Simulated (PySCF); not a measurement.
# C4H10FNO4S2: the cost of one run

Programs: PySCF 2.14.0, with routines of our own; each step states its level. All values are computed. Atoms count from 0.

## Step 1: The starting structure

22 atoms, charge 0, multiplicity 1; geometry from: GFN2-xTB.

## Step 2: Vibronic structure: TDDFT CAM-B3LYP/6-31G*

What the job is given:

```
{"job": {"kind": "vib", "xc": "CAM-B3LYP", "basis": "6-31G*", "tda": false}, "charge": 0, "multiplicity": 1}
C     -1.987294     1.594461     0.112705
C     -1.456955     0.583694    -0.892845
N     -0.496165    -0.318432    -0.272270
S     -1.107713    -1.616325     0.476396
O     -0.055608    -2.337421     1.080136
O     -2.256691    -1.277579     1.226644
F     -1.669075    -2.476848    -0.766057
S      0.981129    -0.675523    -1.054659
O      0.909845    -1.996862    -1.576338
O      1.208201     0.397887    -1.973628
C      2.165789    -0.571291     0.298877
C      2.083594     0.809133     0.907742
H     -2.700583     2.250481    -0.379466
H     -1.173987     2.195259     0.510350
H     -2.481167     1.074859     0.928978
H     -0.918680     1.075915    -1.705536
H     -2.274975    -0.010118    -1.308753
H      3.135552    -0.764023    -0.155179
H      1.900568    -1.370321     0.982976
H      2.871252     0.951147     1.644633
H      1.119248     0.946253     1.389966
H      2.193301     1.555039     0.123694
```

Level: TDDFT CAM-B3LYP/6-31G* vertical-gradient vibronic structure (displaced harmonic oscillators, Condon), gas phase.

Run with:

```
OMP_NUM_THREADS=1 python excited_run.py task.json out
```

The driver reads the jobs from task.json and runs them one after another.

**Question.** How long does this first job take on 1 thread of Arm Neoverse V2, shared host, and how much memory does it need?

About 2.6 min, with a peak of 1.6 GiB.
